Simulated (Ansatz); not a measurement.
# AlN: an axial (c/a) deformation path

One table from this session's results is given with a row withheld; the runs are named, their logs left out.

Computed with Ansatz 0.2.0 (DFT r2SCAN, scalar-relativistic, plane waves, PAW, unless a step's input says otherwise).

## The starting structure

It takes space group P6_3mc (No. 186, hexagonal). The conventional cell has a = 3.111 Å, b = 3.111 Å, c = 4.978 Å, α = 90.00°, β = 90.00°, γ = 120.00°. Al (site symmetry 3m) has 4 N at 1.89 to 1.92 Å in its first shell of neighbours. N (site symmetry 3m) is surrounded by 4 Al at 1.89 to 1.92 Å.

Coordinates:

```xyz
4
Lattice="3.1110 0.0000 0.0000 -1.5555 2.6942 0.0000 0.0000 0.0000 4.9780" Properties=species:S:1:pos:R:3 pbc="T T T"
Al    0.0000    1.7961    0.0000
Al    1.5555    0.8981    2.4890
N     0.0000    1.7961    1.9165
N     1.5555    0.8981    4.4055
```

No relaxation comes first: the listed cell is the starting point.

## Zero of energy

Reference values: F = -1856.9670 eV; pressure -0.60 GPa; largest force 0.194 eV/Å; gap on the mesh 4.80 eV. It was computed beforehand with the settings of the runs below.

Set-up of the first run:

At fixed volume and fractional coordinates, lengths along (0.000, 0.000, 1.000) are scaled against those across it; ρ is that ratio over its starting value.

The input, input.yaml:

```yaml
crystal:
  lattice:
    - [3.2841829056, 0.0, 0.0]
    - [-1.6420914528, 2.8441858269, 0.0]
    - [0.0, 0.0, 4.4668445894]
  atoms:
    - { symbol: Al, position: [0.3333333333, 0.6666666667, 0.0] }
    - { symbol: Al, position: [0.6666666667, 0.3333333333, 0.5] }
    - { symbol: "N", position: [0.3333333333, 0.6666666667, 0.385] }
    - { symbol: "N", position: [0.6666666667, 0.3333333333, 0.885] }
basis:
  ecutwfc: 500
kpoints:
  mp_grid: { grid: [12, 12, 6] }
hamiltonian:
  xc: r2scan
scf:
  occupations: { method: gaussian, width: 0.05 }
output:
  forces: true
  stress: true
  eigenvalues: true
  write_density: true
  write_potential: true
  elf: true
  volumetric_format: npy
```

On the command line:

```bash
ansatz run input.yaml --threads 1 --pin off --max-ram 2560MiB --backend cpu --events-out ev --progress --plain --runs-dir out
```

Steps of the session up to this table: At ρ = 0.850; At ρ = 1.200; Point ρ = 0.920; At ρ = 1.100; ρ = 0.960; ρ = 1.050; Point ρ = 0.800; At ρ = 1.300.

One of the session's tables, all rows but one given; the rest of the session is left out.

Collected from the runs (energy zero: the undisturbed cell):

```
    ρ  ΔE (meV/atom)  pressure (GPa)  gap on the mesh (eV)
0.800          446.6            10.0                  4.30
0.850          229.2             4.0                  4.36
0.920           56.2            -0.1                  4.55
0.960           11.9            -0.8                  4.68
1.000            0.0            -0.6                  4.80
1.050           23.6             0.8                  4.88
1.100           83.0             3.2                  4.66
1.200              ?               ?                     ?
1.300          571.5            19.4                  2.39
```

Q: Estimate the row for ρ = 1.200 from the others.

Worked estimate for «ΔE (meV/atom)». A straight line through the neighbours (1.100, 83.0) and (1.300, 571.5) gives 83.0 + (571.5 − 83.0) × (1.200 − 1.100) / (1.300 − 1.100) = 327.2; a parabola fitted to 3 rows on both sides gives 277.1.

**Answer.** ΔE (meV/atom): 285.9; pressure (GPa): 10.3; gap on the mesh (eV): 3.68. In «ΔE (meV/atom)» the line misses by +41.3 and the parabola by -8.8.
